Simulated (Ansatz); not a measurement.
# One shape, several levels: singlet GeNH4O−

Wanted: a comparison of 6 runs (HF/3-21G, HF/def2-SVPD, B3LYP/6-31G*, PBE0/def2-SVPD, SVWN5/def2-SVPD, wB97M-V/def2-SVPD) of singlet GeNH4O−. 

The calculation is run with Ansatz 0.2.0.

66 further runs of the same task are left out: 66 set aside as unsound or not needed.

**1. The molecule**

GeNH4O− has 7 atoms, charge -1, and is taken as a singlet. SMILES of the parent species: `[NH][GeH2][OH]`. Geometry: relaxed at PBE0-D4/def2-TZVP. This is one conformer, not always the lowest. That shape belongs to the parent species and isn't relaxed for this state.

Bond lengths: N1–Ge2 1.860 Å, Ge2–O3 1.772 Å, N1–H4 1.025 Å, Ge2–H5 1.544 Å, Ge2–H6 1.536 Å, O3–H7 0.961 Å. Angles: N1–Ge2–O3 106.5°, N1–Ge2–H5 107.6°, N1–Ge2–H6 113.8°, O3–Ge2–H5 110.8°, O3–Ge2–H6 105.4°, Ge2–N1–H4 110.2°, Ge2–O3–H7 111.8°, H5–Ge2–H6 112.6°.

**2. The energy at HF/3-21G (run 1)**

Contents of molecule.yaml:

```yaml
crystal:
  periodic: [false, false, false]
  atoms:
    - {symbol: N, position_ang: [-1.180000, -0.629600, -0.704300]}
    - {symbol: Ge, position_ang: [0.091800, 0.357900, 0.227300]}
    - {symbol: O, position_ang: [1.488100, -0.708500, 0.454200]}
    - {symbol: H, position_ang: [-2.073700, -0.127300, -0.724700]}
    - {symbol: H, position_ang: [0.468500, 1.575300, -0.644200]}
    - {symbol: H, position_ang: [-0.348300, 0.758200, 1.642900]}
    - {symbol: H, position_ang: [1.614800, -1.294000, -0.296700]}
basis:
  gaussian:
    orbitals: 3-21G-spherical.json
hamiltonian:
  xc: hf
accuracy: high
output: {orbitals: {seedname: orbitals}}
total_charge: -1
```

The basis set 3-21G is read from a file made from the Basis Set Exchange's data (not shown).

The run is started by

```console
$ ansatz run molecule.yaml --threads 1 --pin off --max-ram 3480MiB --events-out events.jsonl --progress --plain --runs-dir runs
```

Log:

```text
Warning: RAYON_NUM_THREADS=1 ignored (pool sized by the plan → 1); use --threads N
Functional definition: HF
  name "HF"
  exchange = exact_x
  correlation = 0
949 factors; integrals over basis functions are off by at most 4.8e-9 eV
mean field evaluation 1: about -59758.7896 eV, gradient 3.0e1 eV
mean field evaluation 2: about -59759.0705 eV, gradient 3.1e1 eV
mean field evaluation 4: about -59761.5313 eV, gradient 2.5e0 eV
mean field evaluation 8: about -59761.5612 eV, gradient 2.8e-1 eV
mean field evaluation 16: about -59761.5617 eV, gradient 1.7e-8 eV
mean field -59761.56173012 eV, -2196.1968857406 hartree, gradient 6.0e-8 eV, S^2 0.000000; 0 other end points of the search recorded, 0 dependent functions left out
reference -59761.56173012 eV, -2196.1968857406 hartree; 26, 26 occupied and 22, 22 virtual orbitals, 949 factors
Total energy: -59761.56173012 eV, -2196.1968857406 hartree
```

It took 0.56 s on 1 thread of Arm Neoverse V1, shared host; peak memory 0.1 GiB.

**3. A single-point energy at HF/def2-SVPD (run 2)**

Changes to molecule.yaml since step 2:

```diff
@@ -3,3 +3,3 @@
   atoms:
-    - {symbol: N, position_ang: [-1.180000, -0.629600, -0.704300]}
+    - {symbol: "N", position_ang: [-1.180000, -0.629600, -0.704300]}
     - {symbol: Ge, position_ang: [0.091800, 0.357900, 0.227300]}
@@ -12,3 +12,7 @@
   gaussian:
-    orbitals: 3-21G-spherical.json
+    orbitals: def2-SVPD
+magnetization:
+  spin_polarized: false
+  initial_magnetization: 0
+output: {orbitals: {seedname: orbitals}}
 hamiltonian:
@@ -16,3 +20,2 @@
 accuracy: high
-output: {orbitals: {seedname: orbitals}}
 total_charge: -1
```

The run is started by

```console
$ ansatz run molecule.yaml --threads 1 --pin off --max-ram 3480MiB --events-out events.jsonl --progress --plain --runs-dir runs
```

Log:

```text
Warning: RAYON_NUM_THREADS=1 ignored (pool sized by the plan → 1); use --threads N
[... 4 set-up lines as earlier in the session ...]
2285 factors; integrals over basis functions are off by at most 4.7e-9 eV
mean field evaluation 1: about -60042.7244 eV, gradient 3.2e1 eV
mean field evaluation 2: about -60042.7658 eV, gradient 3.2e1 eV
mean field evaluation 4: about -60045.3308 eV, gradient 3.5e0 eV
mean field evaluation 8: about -60045.3742 eV, gradient 8.3e-2 eV
mean field -60045.37430932 eV, -2206.6268056510 hartree, gradient 6.8e-8 eV, S^2 0.000000; 0 other end points of the search recorded, 0 dependent functions left out
reference -60045.37430932 eV, -2206.6268056510 hartree; 26, 26 occupied and 87, 87 virtual orbitals, 2285 factors
Total energy: -60045.37430932 eV, -2206.6268056510 hartree
```

Wall time 4.8 s (1 thread of Arm Neoverse V1, shared host); peak memory 0.36 GiB.

Runs 3 to 5 aren't shown in full; the table further down has their settings and results.

**4. A single-point energy at wB97M-V/def2-SVPD (run 6)**

Contents of in.yaml:

```yaml
crystal:
  periodic: [false, false, false]
  atoms:
    - symbol: N
      position_ang: [-1.180000, -0.629600, -0.704300]
    - symbol: Ge
      position_ang: [0.091800, 0.357900, 0.227300]
    - symbol: O
      position_ang: [1.488100, -0.708500, 0.454200]
    - symbol: H
      position_ang: [-2.073700, -0.127300, -0.724700]
    - symbol: H
      position_ang: [0.468500, 1.575300, -0.644200]
    - symbol: H
      position_ang: [-0.348300, 0.758200, 1.642900]
    - symbol: H
      position_ang: [1.614800, -1.294000, -0.296700]
basis:
  gaussian:
    orbitals: def2-SVPD
total_charge: -1
hamiltonian:
  xc: {name: wB97M-V}
accuracy: high
output: {orbitals: {seedname: orbitals}}
```

The run is started by

```console
$ ansatz run in.yaml --threads 1 --pin off --max-ram 3480MiB --events-out events.jsonl --progress --plain --runs-dir runs
```

Log, shortened:

```text
Warning: RAYON_NUM_THREADS=1 ignored (pool sized by the plan → 1); use --threads N
Functional definition: wB97M-V
  name "wB97M-V"
[...]
  gx(w, u) = 1 - cx + cx01*u + cx10*w
  gss(w, u) = css00 + css04*u^4 + css10*w + css20*w^2 + css43*w^4*u^3
  gos(w, u) = cos00 + cos10*w + (cos20 + cos21*u)*w^2 + (cos60 + cos61*u)*w^6
[...]
      + integral(e_c_pw_mod_opposite_spin*gos(b97_w_opposite, b97_u_opposite)) + vv10(b, c)
2285 factors; integrals over basis functions are off by at most 4.7e-9 eV
449 factors; integrals over basis functions are off by at most 1.9e-9 eV
[...]
mean field -60106.56759744 eV, -2208.8756175112 hartree, gradient 3.5e-8 eV, S^2 0.000000; 0 other end points of the search recorded, 0 dependent functions left out
reference -60106.56760233 eV, -2208.8756176908 hartree; 26, 26 occupied and 87, 87 virtual orbitals, 2285 factors
Total energy: -60106.56760233 eV, -2208.8756176908 hartree
```

It took 86 s on 1 thread of Arm Neoverse V1, shared host; peak memory 0.7 GiB.

**5. Overview of the runs**

```csv
run,level,energy (Eh),HOMO energy (eV),LUMO energy (eV),HOMO–LUMO gap (eV),wall time
1,HF/3-21G,-2196.196886,-1.36,10.22,11.59,0.56 s
2,HF/def2-SVPD,-2206.626806,-2.54,6.17,8.70,4.8 s
3,B3LYP/6-31G* (spherical functions),-2209.104067,1.78,5.81,4.04,6 s
4,PBE0/def2-SVPD,-2208.631983,0.45,4.56,4.10,11 s
5,SVWN5/def2-SVPD,-2204.894194,1.43,3.82,2.39,6.6 s
6,wB97M-V/def2-SVPD,-2208.875618,-1.86,5.38,7.24,86 s
```

**6. What came out**

| quantity | value |
| --- | --- |
| run 6: total energy | -2208.87562 Eh |
| run 6: HOMO energy | -1.86 eV |
| run 6: LUMO energy | 5.38 eV |
| run 6: HOMO–LUMO gap (to an unbound level, set by the basis) | 7.24 eV |

In words: The HOMO–LUMO gap runs from 2.39 eV (SVWN5/def2-SVPD) to 11.59 eV (HF/3-21G). The two ends differ in method and basis. The empty levels of an anion lie above zero and hang on the basis. Totals of different functionals can't be ranked against each other. In runs 3, 4, 5 the HOMO lies above zero, so the outermost electron may be held by the basis alone. All runs together took 1.9 min, the longest 86 s.
